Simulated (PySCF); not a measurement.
**C₂H₈B₂: electronic excitations at several levels of theory**

Aim: compute the electronic excitations of C₂H₈B₂ (`BBCC`) at several levels, and see how far they spread and what each costs.

The runs use PySCF 2.14.0, with density-fitted response routines of our own; the level of theory stands in each step. All values are computed, except where a source is named. Atoms are numbered from 0 throughout.

### 1 The starting structure

12 atoms, charge 0, multiplicity 1; geometry from: GFN2-xTB. The atoms were then displaced at random by about 0.01 Å, so the start is not that level's minimum.

Bonds of the start (Å): B0–B1 1.64, B1–C2 1.60, C2–C3 1.51, B0–H4 1.15, B0–H5 1.19, B1–H6 1.18, C2–H7 1.07, C2–H8 1.08, C3–H9 1.10, C3–H10 1.07, C3–H11 1.11.

### 2 Geometry optimisation at PBE0-D3(BJ)/def2-SVP

Job settings and geometry (Å):

```
{"job": {"xc": "PBE0", "basis": "def2-SVP", "d3": "d3bj", "grid": 1, "shake": 0.01, "kind": "geom"}, "charge": 0, "multiplicity": 1}
B      1.821460    -0.198880     0.705380
B      0.930690    -0.368620    -0.660270
C     -0.639980    -0.094440    -0.814110
C     -1.327360     0.396980     0.437030
H      1.959240    -1.045130     1.468080
H      2.338510     0.836380     0.973910
H      1.455050    -0.737850    -1.655230
H     -1.083600    -1.004310    -1.167340
H     -0.773420     0.639370    -1.591580
H     -1.277660    -0.335010     1.254950
H     -0.949950     1.332210     0.800180
H     -2.413280     0.551020     0.239980
```

Command:

```bash
> OMP_NUM_THREADS=1 python probes_run.py task.json out
```

This one command runs all jobs of the session in turn.

Log:

```text
step   0  E = -130.39563139  max force = 0.030911
step   1  E = -130.40224991  max force = 0.004799
step   2  E = -130.40244439  max force = 0.000770
step   3  E = -130.40246197  max force = 0.000719
step   4  E = -130.40246929  max force = 0.000469
step   5  E = -130.40247269  max force = 0.000184
optimisation converged
```

Run time: 14 s. Hardware: 1 thread of Arm Neoverse V2, shared host; peak memory 0.39 GiB.

Step by step:

```csv
step,energy from step 0 (eV),largest force component (eV/Å)
0,0.0000,1.5895
1,-0.1801,0.2468
2,-0.1854,0.0396
3,-0.1859,0.0370
4,-0.1861,0.0241
5,-0.1862,0.0095
```

Distances of close pairs at the start and the end, largest changes first:

```csv
bond,before (Å),after (Å),change (Å)
B0–H4,1.148,1.213,+0.066
B1–H6,1.184,1.222,+0.038
C2–H7,1.072,1.108,+0.036
B1–C2,1.602,1.569,-0.033
C2–H8,1.077,1.109,+0.031
C3–H10,1.072,1.102,+0.030
B0–H5,1.188,1.214,+0.026
B0–B1,1.639,1.654,+0.015
```

The next job starts from the end point, and lists it.

```csv
at the end point,value
point group (found at 0.08 Å tolerance),Cs
"rotational constants (GHz, main isotopes)","13.430, 4.695, 3.748"
dipole moment (D),0.78
```

### 3 Ultraviolet spectrum: PBE0/def2-TZVP

Job settings and geometry (Å):

```
{"job": {"kind": "uv", "xc": "PBE0", "basis": "def2-TZVP"}, "charge": 0, "multiplicity": 1}
B      1.791387    -0.094536     0.755753
B      0.843603    -0.277168    -0.587216
C     -0.698731    -0.032815    -0.738031
C     -1.489258     0.428437     0.480262
H      2.004156    -1.008349     1.525017
H      2.359673     0.947483     1.009379
H      1.427530    -0.651084    -1.593239
H     -1.118639    -0.968761    -1.157816
H     -0.810420     0.679175    -1.580669
H     -1.417505    -0.300976     1.302724
H     -1.108435     1.388233     0.863808
H     -2.559402     0.566014     0.258994
```

Method: TDDFT PBE0/def2-TZVP, vertical, gas phase, core orbitals frozen in the response.

Log:

```text
coarse grid: 9304 points
cycle   1  E = -130.5094633660  dE = -4.048e-02  |g| = 3.374e-01  |ddm| = 2.258e+00
cycle   2  E = -130.5047877657  dE =  4.676e-03  |g| = 3.742e-01  |ddm| = 5.570e-01
cycle   3  E = -130.5423933432  dE = -3.761e-02  |g| = 3.318e-02  |ddm| = 2.981e-01
cycle   4  E = -130.5426650242  dE = -2.717e-04  |g| = 1.288e-02  |ddm| = 3.573e-02
cycle   5  E = -130.5427149153  dE = -4.989e-05  |g| = 3.175e-03  |ddm| = 1.188e-02
cycle   6  E = -130.5427174302  dE = -2.515e-06  |g| = 5.494e-04  |ddm| = 2.307e-03
final grid: 87808 points
cycle   7  E = -130.5343443119  dE = -3.878e-05  |g| = 6.156e-03  |ddm| = 5.263e-02
cycle   8  E = -130.5343409334  dE =  3.378e-06  |g| = 7.125e-03  |ddm| = 9.707e-03
cycle   9  E = -130.5343540935  dE = -1.316e-05  |g| = 4.419e-04  |ddm| = 4.812e-03
cycle  10  E = -130.5343541450  dE = -5.148e-08  |g| = 1.236e-04  |ddm| = 4.604e-04
cycle  11  E = -130.5343541492  dE = -4.235e-09  |g| = 4.002e-05  |ddm| = 1.151e-04
cycle  12  E = -130.5343541496  dE = -3.903e-10  |g| = 6.590e-06  |ddm| = 3.222e-05
converged SCF energy = -130.5343541496

Static polarisability (au): isotropic 55.113, principal 46.928 53.985 64.426

Singlet excitations
state   eV       nm        f      main configurations
  1   4.6531    266.5   0.00421   H->L 0.98
  2   5.1351    241.4   0.00178   H->L+1 0.99
  3   6.0192    206.0   0.00031   H-1->L+1 0.66, H-2->L 0.27
  4   6.1180    202.7   0.00029   H-2->L 0.54, H-1->L+1 0.32, H-3->L 0.13
  5   6.2262    199.1   0.04676   H-1->L 0.98
  6   7.0936    174.8   0.00001   H-3->L 0.81, H-2->L 0.19
  7   7.4747    165.9   0.14966   H-2->L+1 0.82, H-3->L+1 0.10
  8   7.6093    162.9   0.00632   H-4->L 0.78, H-3->L+1 0.16
  9   7.7473    160.0   0.07862   H-3->L+1 0.72, H-2->L+1 0.14, H-4->L 0.11
 10   7.9942    155.1   0.02458   H->L+2 0.94

Triplet excitations (Tamm-Dancoff, eV): 3.8471 4.3450 5.2833 5.4572
```

Run time: 13 s. Hardware: 1 thread of Arm Neoverse V2, shared host; peak memory 0.72 GiB.

Frontier orbitals and where they lie:

```csv
orbital,eV,atoms
HOMO−3,-9.83,"C3 24 %, C2 16 %, B0 13 %"
HOMO−2,-9.60,"B0 37 %, H4 16 %, H5 16 %"
HOMO−1,-8.88,"B1 28 %, C2 26 %, C3 16 %"
HOMO,-7.95,"B1 34 %, B0 33 %, C2 12 %"
LUMO,-1.56,"B0 76 %, B1 15 %"
LUMO+1,-1.03,"B1 63 %, B0 16 %, C2 8 %"
LUMO+2,1.22,"B1 22 %, B0 13 %, H8 12 %"
```

With each of the 10 states as a Gaussian band of 0.4 eV half-width at 1/e, the curve within the window shown has maxima at 263 nm (ε 190), 199 nm (ε 1,900), 163 nm (ε 8,900) L/(mol cm). Beyond the last state computed it falls off for lack of states. The curve at chosen wavelengths:

```json
{"nm": "149", "ε (L/mol/cm)": "1163"}
{"nm": "155", "ε (L/mol/cm)": "4687"}
{"nm": "161", "ε (L/mol/cm)": "8552"}
{"nm": "168", "ε (L/mol/cm)": "7066"}
{"nm": "174", "ε (L/mol/cm)": "2907"}
{"nm": "180", "ε (L/mol/cm)": "792"}
{"nm": "186", "ε (L/mol/cm)": "712"}
{"nm": "193", "ε (L/mol/cm)": "1557"}
{"nm": "199", "ε (L/mol/cm)": "1913"}
{"nm": "205", "ε (L/mol/cm)": "1526"}
{"nm": "211", "ε (L/mol/cm)": "850"}
{"nm": "218", "ε (L/mol/cm)": "304"}
{"nm": "224", "ε (L/mol/cm)": "120"}
{"nm": "230", "ε (L/mol/cm)": "79"}
{"nm": "236", "ε (L/mol/cm)": "91"}
{"nm": "243", "ε (L/mol/cm)": "123"}
{"nm": "249", "ε (L/mol/cm)": "152"}
{"nm": "255", "ε (L/mol/cm)": "177"}
{"nm": "261", "ε (L/mol/cm)": "190"}
{"nm": "268", "ε (L/mol/cm)": "183"}
{"nm": "274", "ε (L/mol/cm)": "158"}
{"nm": "280", "ε (L/mol/cm)": "124"}
{"nm": "286", "ε (L/mol/cm)": "89"}
{"nm": "293", "ε (L/mol/cm)": "55"}
{"nm": "299", "ε (L/mol/cm)": "33"}
{"nm": "305", "ε (L/mol/cm)": "19"}
```

Ground-state properties from the same run:

```csv
property,computed
dipole moment (D),0.77
polarisability (Å³),8.17
HOMO–LUMO gap (eV),6.39
−ε(HOMO) (eV),7.95
```

### 4 Excited states and response: PBE0/aug-cc-pVDZ

The job, as its differences from that of step 3:

```diff
@@ -1,2 +1,2 @@
-{"job": {"kind": "uv", "xc": "PBE0", "basis": "def2-TZVP"}, "charge": 0, "multiplicity": 1}
+{"job": {"kind": "uv", "xc": "PBE0", "basis": "aug-cc-pVDZ"}, "charge": 0, "multiplicity": 1}
 B      1.791387    -0.094536     0.755753
```

With the program's defaults for keys left out, this is: TDDFT PBE0/aug-cc-pVDZ, vertical, gas phase, core orbitals frozen in the response.

Log:

```text
coarse grid: 9304 points
cycle   1  E = -130.4618491365  dE = -1.562e-02  |g| = 3.176e-01  |ddm| = 8.726e+00
cycle   2  E = -130.4575834792  dE =  4.266e-03  |g| = 3.525e-01  |ddm| = 1.916e+00
cycle   3  E = -130.4922612259  dE = -3.468e-02  |g| = 2.969e-02  |ddm| = 7.243e-01
cycle   4  E = -130.4925021873  dE = -2.410e-04  |g| = 1.049e-02  |ddm| = 1.444e-01
cycle   5  E = -130.4925372557  dE = -3.507e-05  |g| = 2.883e-03  |ddm| = 4.724e-02
cycle   6  E = -130.4925394579  dE = -2.202e-06  |g| = 4.525e-04  |ddm| = 7.146e-03
final grid: 87808 points
cycle   7  E = -130.5015103935  dE = -1.831e-05  |g| = 6.245e-03  |ddm| = 1.355e-01
cycle   8  E = -130.5015065383  dE =  3.855e-06  |g| = 7.394e-03  |ddm| = 3.335e-02
cycle   9  E = -130.5015214525  dE = -1.491e-05  |g| = 3.869e-04  |ddm| = 1.448e-02
cycle  10  E = -130.5015214996  dE = -4.710e-08  |g| = 8.357e-05  |ddm| = 1.813e-03
cycle  11  E = -130.5015215015  dE = -1.915e-09  |g| = 3.112e-05  |ddm| = 3.442e-04
cycle  12  E = -130.5015215017  dE = -2.523e-10  |g| = 6.039e-06  |ddm| = 9.033e-05
converged SCF energy = -130.5015215017

Static polarisability (au): isotropic 57.573, principal 49.174 57.047 66.499

Singlet excitations
state   eV       nm        f      main configurations
  1   4.6387    267.3   0.00402   H->L 0.97
  2   5.1279    241.8   0.00162   H->L+1 0.98
  3   6.0065    206.4   0.00036   H-1->L+1 0.62, H-2->L 0.30
  4   6.1046    203.1   0.00035   H-2->L 0.50, H-1->L+1 0.36, H-3->L 0.12
  5   6.1950    200.1   0.04660   H-1->L 0.98
  6   7.0211    176.6   0.03192   H->L+2 0.95
  7   7.0562    175.7   0.00001   H-3->L 0.81, H-2->L 0.19
  8   7.4491    166.4   0.13324   H-2->L+1 0.83, H-3->L+1 0.10
  9   7.5073    165.2   0.00272   H->L+3 0.97
 10   7.5928    163.3   0.01264   H-4->L 0.76, H-3->L+1 0.14

Triplet excitations (Tamm-Dancoff, eV): 3.8378 4.3421 5.2637 5.4532
```

It took 13 s on 1 thread of Arm Neoverse V2, shared host; peak memory 0.71 GiB.

This run: HOMO -7.93 eV, LUMO -1.58 eV; lowest singlet 4.64 eV.

### 5 TDDFT and polarisability: PBE0/def2-TZVPD

The job, as its differences from that of step 4:

```diff
@@ -1,2 +1,2 @@
-{"job": {"kind": "uv", "xc": "PBE0", "basis": "aug-cc-pVDZ"}, "charge": 0, "multiplicity": 1}
+{"job": {"kind": "uv", "xc": "PBE0", "basis": "def2-TZVPD"}, "charge": 0, "multiplicity": 1}
 B      1.791387    -0.094536     0.755753
```

With the program's defaults for keys left out, this is: TDDFT PBE0/def2-TZVPD, vertical, gas phase, core orbitals frozen in the response.

Log:

```text
coarse grid: 9304 points
cycle   1  E = -130.5097577589  dE = -4.041e-02  |g| = 3.374e-01  |ddm| = 2.753e+00
cycle   2  E = -130.5049570018  dE =  4.801e-03  |g| = 3.747e-01  |ddm| = 1.492e+00
cycle   3  E = -130.5426839733  dE = -3.773e-02  |g| = 3.340e-02  |ddm| = 6.563e-01
cycle   4  E = -130.5429595612  dE = -2.756e-04  |g| = 1.290e-02  |ddm| = 6.359e-02
cycle   5  E = -130.5430095065  dE = -4.995e-05  |g| = 3.202e-03  |ddm| = 2.115e-02
cycle   6  E = -130.5430120622  dE = -2.556e-06  |g| = 5.527e-04  |ddm| = 4.292e-03
final grid: 87808 points
cycle   7  E = -130.5346494607  dE = -4.084e-05  |g| = 6.163e-03  |ddm| = 1.928e-01
cycle   8  E = -130.5346460560  dE =  3.405e-06  |g| = 7.141e-03  |ddm| = 1.921e-02
cycle   9  E = -130.5346592740  dE = -1.322e-05  |g| = 4.432e-04  |ddm| = 9.565e-03
cycle  10  E = -130.5346593256  dE = -5.167e-08  |g| = 1.252e-04  |ddm| = 9.596e-04
cycle  11  E = -130.5346593300  dE = -4.322e-09  |g| = 4.088e-05  |ddm| = 1.915e-04
cycle  12  E = -130.5346593304  dE = -4.065e-10  |g| = 6.628e-06  |ddm| = 5.833e-05
converged SCF energy = -130.5346593304

Static polarisability (au): isotropic 57.355, principal 48.969 56.834 66.264

Singlet excitations
state   eV       nm        f      main configurations
  1   4.6459    266.9   0.00409   H->L 0.97
  2   5.1293    241.7   0.00168   H->L+1 0.99
  3   6.0139    206.2   0.00038   H-1->L+1 0.66, H-2->L 0.27
  4   6.1126    202.8   0.00030   H-2->L 0.54, H-1->L+1 0.32, H-3->L 0.13
  5   6.2120    199.6   0.04677   H-1->L 0.98
  6   7.0804    175.1   0.00001   H-3->L 0.81, H-2->L 0.19
  7   7.1776    172.7   0.04054   H->L+2 0.95
  8   7.4706    166.0   0.12716   H-2->L+1 0.83, H-3->L+1 0.11
  9   7.6153    162.8   0.00906   H-4->L 0.80, H-3->L+1 0.15
 10   7.7212    160.6   0.07368   H->L+3 0.50, H-3->L+1 0.35

Triplet excitations (Tamm-Dancoff, eV): 3.8418 4.3396 5.2719 5.4501
```

Wall time 20 s (1 thread of Arm Neoverse V2, shared host); peak memory 0.8 GiB.

In short: HOMO -7.95 eV, LUMO -1.58 eV; lowest singlet 4.65 eV.

### 6 TDDFT and polarisability: PBE0/6-31+G*

The job, as its differences from that of step 5:

```diff
@@ -1,2 +1,2 @@
-{"job": {"kind": "uv", "xc": "PBE0", "basis": "def2-TZVPD"}, "charge": 0, "multiplicity": 1}
+{"job": {"kind": "uv", "xc": "PBE0", "basis": "6-31+G*"}, "charge": 0, "multiplicity": 1}
 B      1.791387    -0.094536     0.755753
```

With the program's defaults for keys left out, this is: TDDFT PBE0/6-31+G*, vertical, gas phase, core orbitals frozen in the response.

Log:

```text
coarse grid: 9304 points
cycle   1  E = -130.4884154052  dE = -2.851e-02  |g| = 3.262e-01  |ddm| = 2.815e+00
cycle   2  E = -130.4846492713  dE =  3.766e-03  |g| = 3.571e-01  |ddm| = 1.514e+00
cycle   3  E = -130.5202396985  dE = -3.559e-02  |g| = 2.851e-02  |ddm| = 9.894e-01
cycle   4  E = -130.5204546148  dE = -2.149e-04  |g| = 1.082e-02  |ddm| = 7.280e-02
cycle   5  E = -130.5204927283  dE = -3.811e-05  |g| = 2.491e-03  |ddm| = 2.508e-02
cycle   6  E = -130.5204943313  dE = -1.603e-06  |g| = 4.911e-04  |ddm| = 6.436e-03
final grid: 87808 points
cycle   7  E = -130.4915128505  dE = -1.596e-05  |g| = 6.166e-03  |ddm| = 4.644e-02
cycle   8  E = -130.4915096172  dE =  3.233e-06  |g| = 7.229e-03  |ddm| = 2.282e-02
cycle   9  E = -130.4915237925  dE = -1.418e-05  |g| = 3.703e-04  |ddm| = 1.397e-02
cycle  10  E = -130.4915238356  dE = -4.309e-08  |g| = 8.175e-05  |ddm| = 7.498e-04
cycle  11  E = -130.4915238374  dE = -1.812e-09  |g| = 2.883e-05  |ddm| = 1.767e-04
cycle  12  E = -130.4915238377  dE = -2.098e-10  |g| = 6.670e-06  |ddm| = 6.882e-05
converged SCF energy = -130.4915238377

Static polarisability (au): isotropic 52.379, principal 44.907 50.317 61.912

Singlet excitations
state   eV       nm        f      main configurations
  1   4.6837    264.7   0.00453   H->L 0.97
  2   5.1735    239.7   0.00198   H->L+1 0.98
  3   6.0680    204.3   0.00042   H-1->L+1 0.72, H-2->L 0.23
  4   6.1822    200.6   0.00028   H-2->L 0.60, H-1->L+1 0.26, H-3->L 0.12
  5   6.2656    197.9   0.05017   H-1->L 0.98
  6   7.1629    173.1   0.03671   H->L+2 0.95
  7   7.1672    173.0   0.00017   H-3->L 0.83, H-2->L 0.16
  8   7.5677    163.8   0.13495   H-2->L+1 0.82, H-3->L+1 0.10
  9   7.6799    161.4   0.01025   H-4->L 0.73, H->L+3 0.11, H-3->L+1 0.11
 10   7.7377    160.2   0.04138   H->L+3 0.87, H-4->L 0.10

Triplet excitations (Tamm-Dancoff, eV): 3.8797 4.3788 5.4044 5.5254
```

Run time: 5.8 s. Hardware: 1 thread of Arm Neoverse V2, shared host; peak memory 0.48 GiB.

In short: HOMO -7.91 eV, LUMO -1.51 eV; lowest singlet 4.68 eV.

### 7 Run by run: electronic excitations

Excitations and ground-state properties, with basis size and wall time:

```csv
run,lowest singlet (eV),brightest (eV),f,gap (eV),α (Å³),μ (D),functions,time
PBE0/def2-TZVP,4.65,7.47,0.150,6.39,8.17,0.77,172,13 s
PBE0/aug-cc-pVDZ,4.64,7.45,0.133,6.35,8.53,0.76,164,13 s
PBE0/def2-TZVPD,4.65,7.47,0.127,6.37,8.50,0.77,220,20 s
PBE0/6-31+G*,4.68,7.57,0.135,6.40,7.76,0.77,88,5.8 s
```

### 8 Outcome

| quantity | value |
| --- | --- |
| point group | Cs |
| rotational constants (main isotopes) | 13.43, 4.70, 3.75 GHz |
| lowest singlet (PBE0/def2-TZVP) | 4.65 eV (266 nm), f = 0.004 |
| brightest single state of those computed | state 7, 7.47 eV, f = 0.150 |
| lowest triplet | 3.85 eV |
| range of the lowest singlet | 4.64 to 4.68 eV |

**Reading.** Single values in the summary come from the first sound run of each kind (PBE0/def2-TZVP), which need not be the best level. The start of the PBE0/def2-SVP relaxation was shaken at random by about 0.01 Å, so part of the energy gained, and of the first lengths quoted, undoes that. Relaxing lowered the energy by 0.186 eV in 5 steps; the close pair that moved most is B0–H4, from 1.148 to 1.213 Å. No frequency check was run at this level, so the end point may be a saddle. The lowest singlet, at 4.65 eV, is HOMO→LUMO 0.98 and is weak; of the 10 states computed, the strongest absorption comes from state 7 at 7.47 eV. The lowest triplet lies 0.81 eV below the lowest singlet (triplets in Tamm-Dancoff, singlets in full TDDFT). The basis of PBE0/def2-TZVP has no diffuse functions, so Rydberg states are missing and the high states are unreliable. The lowest singlet runs from 4.64 eV (PBE0/aug-cc-pVDZ) to 4.68 eV (PBE0/6-31+G*), while the orbital gap spans 6.35 to 6.40 eV. The lowest state need not be the same one in every run.
